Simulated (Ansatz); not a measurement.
This script for Ansatz 0.2.0, Python API starts 3 runs on SnO, space group P4/nmm. What input does the engine get in each?

Script `run_xc.py`:
```python
'''Functional comparison for SnO (totals differ with the potentials too).'''

import argparse
import logging
import sys
import warnings

import ansatz as az
import numpy as np
from tabulate import tabulate

logging.basicConfig(stream=sys.stdout, format='%(levelname)s:%(name)s:%(message)s')
log = logging.getLogger('calc')
log.setLevel(logging.INFO)

parser = argparse.ArgumentParser(description='Functional comparison for SnO (totals differ with the potentials too).')
parser.add_argument('--ecut', type=float, default=380.0, help='plane-wave cutoff (eV)')
parser.add_argument('--mesh', type=int, nargs=3, required=True, help='k-point sampling')
parser.add_argument('--filling', required=True, help='how the bands are filled')
parser.add_argument('--scf-tol', type=float, default=1e-09, help='SCF tolerance (eV)')
args = parser.parse_args()

warnings.simplefilter('ignore', az.DeckWarning)

vectors = np.array([
    [3.7986, 0.0, 0.0],
    [0.0, 3.7986, 0.0],
    [0.0, 0.0, 4.8408],
])
structure = (
    az.Lattice.of(vectors)
    .atom('Sn', [0.5, 0.0, 0.2369])
    .atom('Sn', [0.0, 0.5, 0.7631])
    .atom('O', [0.0, 0.0, 0.0])
    .atom('O', [0.5, 0.5, 0.0])
)

calc = (
    structure.calculation()
    .basis(args.ecut)
    .accuracy('low')
    .kpoints(*args.mesh, center='monkhorst-pack')
    .occupations(args.filling)
    .scf(tolerance=args.scf_tol)
    .forces()
    .stress()
)

rows = []
for value in ['pbesol', 'blyp', 'rpbe']:
    summary = calc.functional(value).run(threads=1, pin='off').report
    rows.append((value, summary['free_energy_ev'] / len(summary['lattice']['sites']), summary['n_iterations'], sum(summary['stress_gpa'][i][i] for i in range(3)) / 3, max(abs(f) for row in summary['forces_ev_ang'] for f in row), summary['n_kpoints']))

print(tabulate(rows, headers=['functional', 'F/atom (eV)', 'iterations', 'P (GPa)', 'max component (eV/A)', 'k-points'], floatfmt='.4f', tablefmt='grid'))
```

Run 1:
```yaml
crystal:
  lattice:
    - [3.7986, 0.0, 0.0]
    - [0.0, 3.7986, 0.0]
    - [0.0, 0.0, 4.8408]
  atoms:
    - { symbol: Sn, position: [0.5, 0.0, 0.2369] }
    - { symbol: Sn, position: [0.0, 0.5, 0.7631] }
    - { symbol: O, position: [0.0, 0.0, 0.0] }
    - { symbol: O, position: [0.5, 0.5, 0.0] }
accuracy: low
basis:
  ecutwfc: 380.0
kpoints:
  mp_grid:
    grid: [6, 6, 5]
    shift: [0.5, 0.5, 0.0]
hamiltonian:
  xc: pbesol
scf:
  convergence:
    dr2_threshold: 1.0e-09
  occupations:
    method: fixed
output:
  forces: true
  stress: true
```

Run 2, against run 1:
```diff
-  xc: pbesol
+  xc: blyp
```

Run 3, against run 1:
```diff
-  xc: pbesol
+  xc: rpbe
```

`python run_xc.py --mesh 6 6 5 --filling fixed` gives:
```text
+--------------+---------------+--------------+-----------+------------------------+------------+
| functional   |   F/atom (eV) |   iterations |   P (GPa) |   max component (eV/A) |   k-points |
+==============+===============+==============+===========+========================+============+
| pbesol       |    -3255.3374 |            8 |    0.6236 |                 0.2014 |         18 |
+--------------+---------------+--------------+-----------+------------------------+------------+
| blyp         |    -3304.9651 |            8 |    9.5661 |                 0.6692 |         18 |
+--------------+---------------+--------------+-----------+------------------------+------------+
| rpbe         |    -3300.9525 |            8 |    7.5269 |                 0.6840 |         18 |
+--------------+---------------+--------------+-----------+------------------------+------------+
```

Reading the output:
- The cutoff lies under the one recommended for these potentials.
- Under the recommended cutoff a pressure can be off by several GPa, even in sign.
- The program warned that this SCF threshold is loose for forces or stresses.
- Pressure is positive in compression.
- The structure is a deposited one; some such entries were measured under pressure or heat, so a shift against it needn't be the functional's error alone.
- Total energies of different functionals can't be compared; pressures, moments and gaps at this one structure can.
- The script silences the warnings on its input, which a real study should read.
- Run time: 5.1 s on 1 thread of Arm Neoverse V2, on a shared host, peak memory 0.39 GiB.
